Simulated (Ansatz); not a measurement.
# MnS: the cost of one run

Method: DFT PBEsol+U (U_eff = 7 eV on Mn d), plane waves, PAW, in Ansatz 0.2.0.

1 further run of the same task is left out (it didn't finish).

### Step 1. Starting point

It takes space group Fm-3m (No. 225, cubic). The conventional cell has a = 5.224 Å, b = 5.224 Å, c = 5.224 Å, α = 90.00°, β = 90.00°, γ = 90.00°. Mn (site symmetry m-3m) has 6 S at 2.61 Å as nearest neighbours. S (site symmetry m-3m) has 6 Mn at 2.61 Å as nearest neighbours.

As a file:

```cif
data_structure
_symmetry_space_group_name_H-M 'P 1'
_symmetry_Int_Tables_number 1
_cell_length_a 3.6943
_cell_length_b 6.3987
_cell_length_c 7.3886
_cell_angle_alpha 30.000
_cell_angle_beta 60.000
_cell_angle_gamma 54.736
_cell_volume 71.30
loop_
_atom_site_label
_atom_site_type_symbol
_atom_site_fract_x
_atom_site_fract_y
_atom_site_fract_z
_atom_site_occupancy
Mn1 Mn 0.00000 0.00000 0.00000 1
S1 S 0.50000 0.50000 0.00000 1
Mn2 Mn 0.00000 0.00000 0.50000 1
S2 S 0.50000 0.50000 0.50000 1
```

An earlier series on this cell reached its lowest free state from «antiferromagnetic start, free», perhaps among other starts.

### Step 2. No spin polarisation

The input, input.yaml:

```yaml
crystal:
  lattice:
    - [0.0, 2.61224989, 2.61224989]
    - [5.22449978, 2.61224989, 2.61224989]
    - [5.22449978, 5.22449978, 0.0]
  atoms:
    - { symbol: Mn, position: [0.0, 0.0, 0.0] }
    - { symbol: S, position: [0.5, 0.5, 0.0] }
    - { symbol: Mn, position: [0.0, 0.0, 0.5] }
    - { symbol: S, position: [0.5, 0.5, 0.5] }
basis:
  ecutwfc: 420
  ecutrho_ratio: 4
kpoints:
  mp_grid: { grid: [6, 6, 6] }
hamiltonian:
  xc: pbesol
  hubbard:
    sites: [{ site: 0, l: d, u_eff: 7.0 }, { site: 2, l: d, u_eff: 7.0 }]
scf:
  occupations: { method: gaussian, width: 0.05 }
  lower_state_search: "off"
  max_iter: 150
output:
  forces: true
  stress: true
  eigenvalues: true
  populations: true
  hubbard: { sites: [{ site: 0, l: d }, { site: 2, l: d }] }
```

Started as:

```bash
ansatz run input.yaml --threads 2 --pin off --max-ram 3072MiB --backend cpu --events-out ev --progress --plain --runs-dir out
```

Q: Estimate wall time and peak memory on 2 threads of Arm Neoverse V1, shared host.

About 5.5 s, with a peak of 0.41 GiB.
